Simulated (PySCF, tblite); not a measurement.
# C₅H₆Br radical: geometry, infrared bands and EPR parameters

Wanted: the infrared bands and EPR parameters of C₅H₆Br radical (`[CH2]/C=C/C=C\Br`), by calculation.

Programs: tblite 0.8.0 and PySCF 2.14.0, with density-fitted response routines of our own. Each step states its level of theory. These are calculated values for one molecule in the gas phase, unless marked as measured. Atoms are numbered from 0 throughout.

## (1) The starting structure

12 atoms, charge 0, multiplicity 2; geometry from: force field or distance geometry start.

Bonds of the start (Å): C0–C1 1.51, C1–C2 1.32, C2–C3 1.48, C3–C4 1.35, C4–Br5 1.88, C0–H6 1.13, C0–H7 1.11, C1–H8 1.07, C2–H9 1.08, C3–H10 1.08, C4–H11 1.08.

## (2) Relaxing the molecule with GFN2-xTB

What the job is given:

```
{"job": {"kind": "relax", "xc": "GFN2-xTB", "basis": "xTB"}, "charge": 0, "multiplicity": 2}
C      2.452200    -0.520400    -0.086100
C      1.058600    -0.218600    -0.577300
C      0.031300    -0.119700     0.243100
C     -1.266100     0.184200    -0.403700
C     -2.324800     0.283700     0.433600
Br    -2.089500     0.059200     2.283000
H      3.138700    -0.218200    -0.925600
H      2.597800     0.090300     0.830700
H      0.928400    -0.096800    -1.629400
H      0.132800    -0.242700     1.311100
H     -1.380800     0.300200    -1.467200
H     -3.277400     0.498000    -0.038200
```

On the command line:

```
$ OMP_NUM_THREADS=1 python probes_run.py task.json out
```

One launch serves the whole session: the jobs run in the order shown.

What it wrote:

```text
step      E/eV     max force
  0    -481.39330    5.152
  1    -482.05876    2.996
  2    -482.33480    2.598
  3    -482.60086    1.267
  4    -482.77715    1.116
  5    -482.83365    0.952
  6    -482.87623    0.605
  7    -482.89885    0.459
  8    -482.91267    0.309
  9    -482.92549    0.272
 10    -482.93338    0.272
 11    -482.93886    0.233
 12    -482.94343    0.189
 13    -482.94748    0.188
 14    -482.95037    0.141
 15    -482.95230    0.103
 16    -482.95367    0.111
 17    -482.95469    0.094
 18    -482.95557    0.084
 19    -482.95637    0.083
 20    -482.95709    0.093
 21    -482.95779    0.086
 22    -482.95854    0.072
 23    -482.95951    0.095
 24    -482.96085    0.123
 25    -482.96239    0.123
 26    -482.96367    0.086
 27    -482.96451    0.064
 28    -482.96506    0.061
 29    -482.96550    0.047
 30    -482.96594    0.054
 31    -482.96641    0.058
 32    -482.96700    0.077
 33    -482.96770    0.087
 34    -482.96834    0.063
 35    -482.96876    0.056
 36    -482.96900    0.037
 37    -482.96916    0.037
 38    -482.96932    0.031
 39    -482.96947    0.048
 40    -482.96957    0.023
 41    -482.96963    0.015
 42    -482.96966    0.016
 43    -482.96970    0.018
 44    -482.96976    0.021
 45    -482.96982    0.020
 46    -482.96986    0.016
 47    -482.96988    0.009
```

Wall time 0.19 s (1 thread of Arm Neoverse V2, shared host).

The steps of the relaxation: (not every step is listed)

| step | energy from step 0 (eV) | largest force (eV/Å) |
| --- | --- | --- |
| 0 | 0.0000 | 5.1520 |
| 1 | -0.6655 | 2.9959 |
| 2 | -0.9415 | 2.5984 |
| 3 | -1.2076 | 1.2675 |
| 4 | -1.3838 | 1.1156 |
| 5 | -1.4403 | 0.9520 |
| 6 | -1.4829 | 0.6053 |
| 7 | -1.5055 | 0.4590 |
| 8 | -1.5194 | 0.3087 |
| 11 | -1.5456 | 0.2333 |
| 14 | -1.5571 | 0.1407 |
| 17 | -1.5614 | 0.0942 |
| 20 | -1.5638 | 0.0931 |
| 23 | -1.5662 | 0.0952 |
| 26 | -1.5704 | 0.0860 |
| 29 | -1.5722 | 0.0466 |
| 32 | -1.5737 | 0.0765 |
| 35 | -1.5755 | 0.0560 |
| 38 | -1.5760 | 0.0308 |
| 41 | -1.5763 | 0.0150 |
| 42 | -1.5764 | 0.0158 |
| 43 | -1.5764 | 0.0178 |
| 44 | -1.5765 | 0.0211 |
| 45 | -1.5765 | 0.0199 |
| 46 | -1.5766 | 0.0159 |
| 47 | -1.5766 | 0.0086 |

Close pairs (by a distance rule), those that changed most:

| bond | before (Å) | after (Å) | change (Å) |
| --- | --- | --- | --- |
| C0–C1 | 1.508 | 1.349 | -0.159 |
| C1–C2 | 1.318 | 1.408 | +0.089 |
| C2–C3 | 1.481 | 1.392 | -0.089 |
| C0–H6 | 1.126 | 1.075 | -0.051 |
| C0–H7 | 1.111 | 1.077 | -0.035 |
| C1–H8 | 1.067 | 1.083 | +0.016 |
| C3–H10 | 1.076 | 1.084 | +0.008 |
| C4–H11 | 1.084 | 1.076 | -0.008 |

The next job starts from the end point, and lists it.

## (3) Infrared spectrum with GFN2-xTB

What the job is given:

```
{"job": {"kind": "ir", "xc": "GFN2-xTB", "basis": "xTB"}, "charge": 0, "multiplicity": 2}
C      2.435770    -0.259869    -0.205546
C      1.173134    -0.105541    -0.654242
C      0.047914    -0.010071     0.186511
C     -1.248879     0.149913    -0.293660
C     -2.382561     0.245202     0.452828
Br    -2.400350     0.171486     2.330356
H      3.271274    -0.330877    -0.878616
H      2.650102    -0.319446     0.847783
H      0.996410    -0.049925    -1.721598
H      0.205890    -0.065630     1.254857
H     -1.385962     0.205680    -1.367590
H     -3.361543     0.368394     0.022890
```

What it wrote:

```text
mode    cm-1     km/mol
  1     102.0      0.54
  2     140.9      0.22
  3     148.3      2.28
  4     247.3      1.61
  5     362.0      0.06
  6     453.9      0.58
  7     552.3      5.13
  8     577.8      0.01
  9     650.7     17.95
 10     668.1     11.58
 11     787.2      0.72
 12     840.8     18.03
 13     903.2      0.54
 14     950.9      3.54
 15     999.2     21.12
 16    1135.7      5.15
 17    1218.9     22.38
 18    1232.3      2.87
 19    1255.2      0.78
 20    1294.3     15.63
 21    1348.4     29.85
 22    1430.3     13.18
 23    1455.4     21.36
 24    1574.2      3.53
 25    3039.2      5.49
 26    3048.5     21.43
 27    3076.8     52.11
 28    3104.9     12.33
 29    3111.5     10.88
 30    3146.4     38.31
```

It took 0.22 s on 1 thread of Arm Neoverse V2, shared host.

Which atoms move in the most intense modes:

| cm⁻¹ | km/mol | atoms |
| --- | --- | --- |
| 841 | 18.0 | H6 44 %, C0 23 %, H7 22 % |
| 999 | 21.1 | H8 57 %, H7 17 %, H9 11 % |
| 1219 | 22.4 | H10 34 %, H8 26 %, C2 20 % |
| 1348 | 29.9 | C4 20 %, H6 18 %, H7 17 %, C2 12 % |
| 1455 | 21.4 | C3 39 %, C2 22 % |
| 3048 | 21.4 | H8 87 % |
| 3077 | 52.1 | H9 86 % |
| 3146 | 38.3 | H6 62 %, H7 27 % |

## (4) g tensor and hyperfine couplings: B3LYP/def2-TZVP-core+pcH-1

Settings changed since step 3:

```diff
@@ -1,2 +1,2 @@
-{"job": {"kind": "ir", "xc": "GFN2-xTB", "basis": "xTB"}, "charge": 0, "multiplicity": 2}
+{"job": {"kind": "epr", "basis": "pcH-1"}, "charge": 0, "multiplicity": 2}
 C      2.435770    -0.259869    -0.205546
```

Method: UKS B3LYP, def2-TZVP-core on Br, pcH-1 on C H, non-relativistic, mean-field spin-orbit, GIAO.

What it wrote:

```text
UKS, coarse grid
  cycle   1  E = -2768.22155759  |g| = 1.58e+00
  cycle   2  E = -2768.18749996  |g| = 6.60e-01
  cycle   3  E = -2768.18831261  |g| = 4.72e-01
  cycle   4  E = -2768.28242364  |g| = 1.65e-01
  cycle   5  E = -2768.29647392  |g| = 3.14e-02
  cycle   6  E = -2768.29708188  |g| = 1.25e-02
  cycle   7  E = -2768.29724311  |g| = 5.82e-03
  cycle   8  E = -2768.29727936  |g| = 4.19e-03
  cycle   9  E = -2768.29729835  |g| = 1.02e-03
  cycle  10  E = -2768.29729921  |g| = 6.79e-04
UKS, final grid
  cycle   1  E = -2768.29730356  |g| = 9.48e-04
  cycle   2  E = -2768.29730288  |g| = 1.51e-03
  cycle   3  E = -2768.29730399  |g| = 1.30e-04
  cycle   4  E = -2768.29730400  |g| = 4.28e-05
  cycle   5  E = -2768.29730400  |g| = 1.77e-05
E = -2768.29730400 Eh   <S^2> = 0.7899 (exact 0.7500)
g shifts (ppm)      1          2          3
  rmc          -153       -153       -153
  gc              0         33         38
  oz_so       -1690       7184      11690
  total       -1843       7064      11574
hyperfine (MHz)  atom isotope    a_iso     a_fc   dipolar eigenvalues
    0   13C      37.43      37.46    -35.51    -33.94     69.46
    1   13C     -37.43     -37.45    -24.43     10.13     14.30
    2   13C      46.50      46.65    -40.65    -40.12     80.77
    3   13C     -39.72     -39.77    -26.24     10.62     15.62
    4   13C      55.02      53.57    -41.22    -39.44     80.66
    5  79Br       2.91       6.32    -66.15    -29.87     96.02
    6    1H     -29.05     -29.06    -17.27     -0.34     17.61
    7    1H     -27.52     -27.54    -14.19     -1.37     15.56
    8    1H       9.99       9.99     -3.67     -1.85      5.52
    9    1H     -31.97     -31.96    -14.90     -2.18     17.08
   10    1H      10.39      10.37     -3.98     -2.03      6.02
   11    1H     -33.13     -33.42    -19.27     -0.88     20.15
```

It took 99 s on 1 thread of Arm Neoverse V2, shared host; peak memory 1.1 GiB.

Principal g values 2.00048, 2.00938, 2.01389; g(iso) = 2.00792, against 2.00232 for a free electron.

Hyperfine couplings; where a row names several nuclei, a(iso) is their mean (it holds for fast rotation or exchange) and the dipolar term the largest among them:

| nuclei | isotope | a(iso) (MHz) | a(iso) (G, at g = 2.0023) | largest dipolar term (MHz) |
| --- | --- | --- | --- | --- |
| C4 | 13C | 55.0 | 19.6 | 80.7 |
| C2 | 13C | 46.5 | 16.6 | 80.8 |
| C3 | 13C | -39.7 | -14.2 | -26.2 |
| C0 | 13C | 37.4 | 13.4 | 69.5 |
| C1 | 13C | -37.4 | -13.4 | -24.4 |
| H11 | 1H | -33.1 | -11.8 | 20.2 |
| H9 | 1H | -32.0 | -11.4 | 17.1 |
| H6, H7 | 1H | -28.3 | -10.1 | 17.6 |
| H10 | 1H | 10.4 | 3.7 | 6.0 |
| H8 | 1H | 10.0 | 3.6 | 5.5 |
| Br5 | 79Br | 2.9 | 1.0 | 96.0 |

Mulliken spin populations:

| atom | value (e) |
| --- | --- |
| C0 | 0.47 |
| C1 | -0.21 |
| C2 | 0.52 |
| C3 | -0.23 |
| C4 | 0.49 |
| Br5 | 0.03 |
| H6 | -0.02 |
| H7 | -0.02 |
| H8 | 0.01 |
| H9 | -0.02 |
| H10 | 0.01 |
| H11 | -0.02 |

In first order the couplings over 0.8 MHz of 1H, 79Br give 192 distinct lines over 53.8 G, if the averaged nuclei exchange fast.

The fields below are evaluated on a grid from the run's orbitals.

ELF in a plane through or near 12 of the atoms.

Ten even steps from '0' (0.00) to '9' (1.00):
```
0000000000000000000000000000
0000000000000000000000000000
0000000000000000022211000000
0000000000000000367665531000
0000001675000200488536763000
0000006999303960286463885100
0000007999406993175662885100
0000005999406996036225764100
0000245645314674025873100000
0003899584858227474245100000
0006999948448678276479950000
0005999835226464546599992000
0000586105998039982189981000
0000000008999149993017730000
0000000008998049994000000000
0000000005994019982000000000
0000000000210002420000000000
0000000000000000000000000000
0000000000000000000000000000
0000000000000000000000000000
```
The map spans 12.0 Å across and 8.9 Å up, centred on the molecule. Atoms in the plane (x, y in Å): C0 (-2.4, 0.3), C1 (-1.3, -0.4), C2 (0.0, 0.2), C3 (1.2, -0.5), C4 (2.4, 0.0), Br5 (2.8, 1.8), H6 (-3.4, -0.2), H7 (-2.5, 1.3), H8 (-1.3, -1.5), H9 (0.0, 1.3), H10 (1.1, -1.6), H11 (3.3, -0.6).

log10 of the density (e/Å³) in the same plane.

Values, 10 rows by 14 columns:
```
-4.0 -4.0 -4.0 -4.0 -4.0 -4.0 -4.0 -4.0 -3.6 -3.2 -3.1 -3.4 -3.8 -4.0
-4.0 -4.0 -4.0 -4.0 -3.8 -3.9 -4.0 -3.3 -2.4 -1.7 -1.6 -2.0 -2.8 -3.9
-4.0 -4.0 -3.5 -2.4 -1.9 -2.3 -2.3 -2.0 -1.4 -0.3  0.2 -0.6 -1.8 -3.1
-4.0 -4.0 -2.7 -1.3 -0.2 -1.1 -1.1 -0.5 -1.1  0.1  2.0 -0.2 -1.5 -2.9
-4.0 -3.2 -1.7 -0.5  0.4 -0.3 -0.3  0.2 -0.7 -0.2 -0.1 -1.0 -2.1 -3.3
-4.0 -2.9 -1.2  0.4  0.2  0.5  0.3  0.3  0.7  0.4  0.3 -0.7 -2.3 -3.8
-4.0 -3.4 -2.1 -1.4 -1.2  0.1 -0.3 -0.7  0.3 -0.6 -0.7 -1.1 -2.5 -4.0
-4.0 -4.0 -3.5 -2.9 -2.0 -0.9 -1.1 -1.3 -0.5 -1.5 -2.3 -2.6 -3.5 -4.0
-4.0 -4.0 -4.0 -4.0 -3.2 -2.5 -2.6 -2.6 -2.2 -2.8 -3.6 -4.0 -4.0 -4.0
-4.0 -4.0 -4.0 -4.0 -4.0 -4.0 -4.0 -4.0 -4.0 -4.0 -4.0 -4.0 -4.0 -4.0
```
The map spans 12.0 Å across and 8.9 Å up, centred on the molecule. Atoms in the plane (x, y in Å): C0 (-2.4, 0.3), C1 (-1.3, -0.4), C2 (0.0, 0.2), C3 (1.2, -0.5), C4 (2.4, 0.0), Br5 (2.8, 1.8), H6 (-3.4, -0.2), H7 (-2.5, 1.3), H8 (-1.3, -1.5), H9 (0.0, 1.3), H10 (1.1, -1.6), H11 (3.3, -0.6).

On the surface of density 0.002 e/bohr³ the electrostatic potential runs, from the 1st to the 99th percentile, from -0.51 V near C0 to 1.13 V near H11.

The spin density lies nearest to C0, C2, C4 about 22 % each; C1, C3 about 7 % each (beta excess).

## (5) Outcome

| quantity | value |
| --- | --- |
| strongest single infrared mode (GFN2-xTB) | 3077 cm⁻¹, 52 km/mol |
| zero-point energy (GFN2-xTB) | 55.5 kcal/mol |
| g(iso) (B3LYP) | 2.00792 |
| ⟨S²⟩ | 0.790 (exact 0.75) |
| largest a(iso) (averaged by class) | 13C on C4, 55.0 MHz |
| surface potential, 1st and 99th percentile | -0.51 V and 1.13 V |

In words: The optimisation took 47 steps and gained 1.577 eV; among the close pairs (by a distance rule), C0–C1 changed most, from 1.508 to 1.349 Å. All 30 modes are real, so the xTB geometry is a minimum. The strongest single mode, at 3077 cm⁻¹, moves mainly H9. Unscaled tight-binding wavenumbers are off by several per cent, some by more. Its intensities can rank the bands wrongly. The largest spin populations lie on C2 (0.52 e), C4 (0.49 e), C0 (0.47 e). The isotropic g lies 5.6 ppt above the free-electron value. The hyperfine terms hold no scalar relativity, which the heavier nuclei need.
